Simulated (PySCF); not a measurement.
# How the numerical set-up moves the result for ZnN (quartet)

Which parts of the numerical set-up matter for ZnN (quartet)? Each run edits the base script.

Method: method and basis as typed in the scripts; program: PySCF 2.14.0.

5 further runs of the same task are left out: 5 that didn't finish.

### 1 Starting geometry

ZnN (quartet): 2 atoms, charge 0, spin multiplicity 4.

Bond lengths: Zn1–N2 1.845 Å.

### 2 The base run

input.py reads:

```python
from pyscf import gto, scf

mol = gto.M(
    atom='Zn 0 0 0; N 0 0 1.845',
    basis='sto-3g',
    charge=0,
    spin=3,
    verbose=4,
)
mf = scf.UHF(mol)
mf.kernel()
mf.nuc_grad_method().kernel()
mf.dip_moment()
print('orbital energies (hartree):', [e[max(0, n-3):n+3].round(4) for e, n in zip(mf.mo_energy, mol.nelec)])
```

The run is started by

```bash
OMP_NUM_THREADS=1 python input.py
```

The log of this run is left out.

In short: E(SCF) = -1811.126318 Eh, ⟨S²⟩ = 5.141, μ = 0.94 D, gradient on the second atom 0.0280 Eh/bohr.

⟨S²⟩ = 5.14 against 3.75 for a pure state: the determinant is spin-contaminated. The bond length is a typed value, not an optimised one. The quartet is typed in the script; nothing here shows that it is the ground state.

### 3 Cc-pvdz-dk (X2C on)

Run 1 changes basis set: sto-3g → cc-pvdz-dk; spin-free X2C: off → on.

input.py reads:

```python
from pyscf import gto, scf

mol = gto.M(
    atom='Zn 0 0 0; N 0 0 1.845',
    basis='cc-pvdz-dk',
    charge=0,
    spin=3,
    verbose=4,
)
mf = scf.UHF(mol)
mf = mf.sfx2c1e()
mf.kernel()
mf.nuc_grad_method().kernel()
mf.dip_moment()
print('orbital energies (hartree):', [e[max(0, n-3):n+3].round(4) for e, n in zip(mf.mo_energy, mol.nelec)])
```

The run is started by

```bash
OMP_NUM_THREADS=1 python input.py
```

### 4 Jorge-dzp

Run 2 changes basis set: sto-3g → jorge-dzp.

input.py: that of step 2 with these lines changed.

```diff
@@ -4,3 +4,3 @@
     atom='Zn 0 0 0; N 0 0 1.845',
-    basis='sto-3g',
+    basis='jorge-dzp',
     charge=0,
```

### 5 Pcseg-1

Run 3 changes basis set: sto-3g → pcseg-1.

input.py: that of step 2 with these lines changed.

```diff
@@ -4,3 +4,3 @@
     atom='Zn 0 0 0; N 0 0 1.845',
-    basis='sto-3g',
+    basis='pcseg-1',
     charge=0,
```

### 6 Density fitting def2-universal-jkfit

Run 4 changes density fitting: none → def2-universal-jkfit.

input.py: that of step 2 with these lines changed.

```diff
@@ -10,2 +10,3 @@
 mf = scf.UHF(mol)
+mf = mf.density_fit(auxbasis='def2-universal-jkfit')
 mf.kernel()
```

### 7 Def2-svpd

Run 5 changes basis set: sto-3g → def2-svpd.

input.py: that of step 2 with these lines changed.

```diff
@@ -4,3 +4,3 @@
     atom='Zn 0 0 0; N 0 0 1.845',
-    basis='sto-3g',
+    basis='def2-svpd',
     charge=0,
```

Before running it: what results should come out? Wanted: for each run, E(SCF); from base; gap, α spin; SCF dipole.

As calculated:

```
                                 run  E(SCF) (hartree)  from base (eV)  cycles  gap, α spin (eV)  SCF dipole (D)  functions
                                base      -1811.126318               0      16             14.41            0.94         23
                 cc-pvdz-dk (X2C on)      -1848.659031  not comparable      13              9.68            1.63         57
                           jorge-dzp      -1832.040185       -569.0953      12              9.64            1.94         58
                             pcseg-1      -1831.899277       -565.2610      12             13.99            2.92         45
density fitting def2-universal-jkfit      -1811.125487         +0.0226      16             14.41            0.94         23
                           def2-svpd      -1831.871254       -564.4985      12              9.43            1.91         54
```

What this shows: Of the runs whose energies can be compared, “jorge-dzp” moves the SCF energy most (-569.095 eV). jorge-dzp (58 functions) gives an energy 569.10 eV lower than sto-3g (23). pcseg-1 (45 functions) gives an energy 565.26 eV lower than sto-3g (23). def2-svpd (54 functions) gives an energy 564.50 eV lower than sto-3g (23). The dearest run is “cc-pvdz-dk (X2C on)”, at 6.6 s against 0.85 s.
